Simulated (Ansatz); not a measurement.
# CH2BF3O2S: up Jacob's ladder to CCSD(T)

One table from this session's results is given with a row withheld; the runs are named, their logs left out.

Computed with Ansatz 0.2.0, Gaussian basis. Level: functionals in def2-TZVPP, the program's frozen cores in correlated methods.

The runs, in order: PBE-D4, r2SCAN-D4, PBE0-D4, B3LYP-D4, ωB97X-V, ωB97M-V, B2PLYP; CCSD(T)/def2-TZVPP; MP2/def2-QZVPP; extrapolation to the limit.

## The relaxed structure

An earlier PBE0-D4 in a triple-zeta def2 set relaxation fixed the geometry.

SMILES `OB(O)SC(F)(F)F`, 10 atoms, charge 0, spin multiplicity 1.

Atoms are counted from 1 here; the program's logs count them from 0.

Bond lengths: O1–B2 1.361 Å, O1–H9 0.959 Å, B2–O3 1.348 Å, B2–S4 1.838 Å, O3–H10 0.962 Å, S4–C5 1.814 Å, C5–F6 1.328 Å, C5–F7 1.328 Å, C5–F8 1.335 Å. Angles: B2–O1–H9 116.0°, O1–B2–O3 120.6°, O1–B2–S4 118.5°, O3–B2–S4 120.9°, B2–O3–H10 112.4°, B2–S4–C5 102.2°, S4–C5–F6 112.9°, S4–C5–F7 112.9°, S4–C5–F8 107.2°, F6–C5–F7 107.9°, F6–C5–F8 107.8°, F7–C5–F8 107.8°.

Set-up of the first run:

in.yaml reads:

```yaml
crystal:
  periodic: [false, false, false]
  atoms:
    - {symbol: O, position_ang: [0.629709, 0.068003, -2.342103]}
    - {symbol: B, position_ang: [0.366762, 0.204848, -1.014204]}
    - {symbol: O, position_ang: [0.778117, 1.299068, -0.342171]}
    - {symbol: S, position_ang: [-0.559890, -1.134272, -0.161057]}
    - {symbol: C, position_ang: [-0.659817, -0.507630, 1.537828]}
    - {symbol: F, position_ang: [0.532290, -0.339864, 2.098905]}
    - {symbol: F, position_ang: [-1.318792, 0.642069, 1.627702]}
    - {symbol: F, position_ang: [-1.324517, -1.416482, 2.255108]}
    - {symbol: H, position_ang: [0.306302, -0.735364, -2.754051]}
    - {symbol: H, position_ang: [1.249827, 1.919636, -0.905946]}
basis:
  gaussian: {orbitals: def2-TZVPP}
hamiltonian: {xc: pbe, dispersion: d4}
output: {forces: true, orbitals: {seedname: orbitals}}
```

On the command line:

```bash
$ ansatz run in.yaml --threads 2 --pin off --events-out ev --progress --plain --max-ram 32768MiB --backend cuda --devices 0, --max-vram 18GiB
```

Steps of the session up to this table: PBE-D4 (GGA); r2SCAN-D4 (meta-GGA); PBE0-D4 (hybrid); B3LYP-D4 (hybrid); ωB97X-V (range-separated); ωB97M-V (range-separated); B2PLYP (double hybrid); CCSD(T) in def2-TZVPP; MP2 in def2-QZVPP.

One table of the session follows, with a row left open; its other results are not shown here.

```
            method  atomisation energy (kcal/mol)
            PBE-D4                         1042.2
         r2SCAN-D4                         1009.6
           PBE0-D4                         1002.3
          B3LYP-D4                          990.3
           ωB97X-V                         1001.6
           ωB97M-V                         1005.5
            B2PLYP                          984.4
     HF/def2-TZVPP                          677.4
    MP2/def2-TZVPP                         1013.8
   CCSD/def2-TZVPP                          942.3
CCSD(T)/def2-TZVPP                          965.3
           MP2/CBS                              ?
       CCSD(T)/CBS                          996.7
```

**Question.** Estimate the row for MP2/CBS.

**Answer.** atomisation energy (kcal/mol): 1045.1. In the column «atomisation energy (kcal/mol)» it is the highest.

To keep in mind: Free atoms (2 O, 1 B, 1 S, 1 C, 3 F, 2 H) were run apart at each level; the atomisation energy is their sum less the molecule, without zero-point or spin-orbit terms.
